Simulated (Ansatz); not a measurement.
# ZnCdO: the cost of one run

Computed with Ansatz 0.2.0 (DFT PBE, scalar-relativistic, plane waves, PAW, unless a step's input says otherwise).

## (1) The structure to begin with

It takes space group P4_2/mmc (No. 131, tetragonal). Conventional cell: a = 3.668 Å, b = 3.668 Å, c = 7.179 Å, α = 90.00°, β = 90.00°, γ = 90.00°. Zn (site symmetry mmm) is surrounded by 2 O at 1.83 Å. Around Cd (site symmetry -4m2) lie 4 O at 2.57 Å. Around O (site symmetry mmm) lie 2 Zn at 1.83 Å and 4 Cd at 2.57 Å.

Coordinates:

```cif
data_structure
_symmetry_space_group_name_H-M 'P 1'
_symmetry_Int_Tables_number 1
_cell_length_a 3.6676
_cell_length_b 3.6676
_cell_length_c 7.1793
_cell_angle_alpha 90.000
_cell_angle_beta 90.000
_cell_angle_gamma 90.000
_cell_volume 96.57
loop_
_atom_site_label
_atom_site_type_symbol
_atom_site_fract_x
_atom_site_fract_y
_atom_site_fract_z
_atom_site_occupancy
Zn1 Zn 0.50000 0.50000 0.00000 1
Zn2 Zn 0.50000 0.50000 0.50000 1
Cd1 Cd 0.00000 0.00000 0.25000 1
Cd2 Cd 0.00000 0.00000 0.75000 1
O1 O 0.00000 0.50000 0.00000 1
O2 O 0.50000 0.00000 0.50000 1
```

The cell is invented: species swapped into a database cell of CaNiN (P4_2/mmc, No. 131), with Cd on the Ca sites, Zn on the Ni sites and O on the N sites. The dimensions are guesses.

## (2) The guess as it stands, on a coarse mesh

input.yaml

```yaml
crystal:
  lattice:
    - [3.66758251, 0.0, 0.0]
    - [0.0, 3.66758251, 0.0]
    - [0.0, 0.0, 7.17928098]
  atoms:
    - { symbol: Zn, position: [0.5, 0.5, 0.0] }
    - { symbol: Zn, position: [0.5, 0.5, 0.5] }
    - { symbol: Cd, position: [0.0, 0.0, 0.25] }
    - { symbol: Cd, position: [0.0, 0.0, 0.75] }
    - { symbol: O, position: [0.0, 0.5, 0.0] }
    - { symbol: O, position: [0.5, 0.0, 0.5] }
basis:
  ecutwfc: 420
kpoints:
  mp_grid: { grid: [6, 6, 4] }
hamiltonian:
  xc: pbe
scf:
  occupations: { method: gaussian, width: 0.1 }
  lower_state_search: "off"
output:
  forces: true
  stress: true
  eigenvalues: true
```

The run is started by

```bash
> ansatz run input.yaml --threads 1 --pin off --max-ram 2560MiB --backend cpu --events-out ev --progress --plain --runs-dir out
```

What time and memory should one allow on 1 thread of Intel Xeon at 2.70GHz, shared host?

About 6.8 s, with a peak of 0.44 GiB.
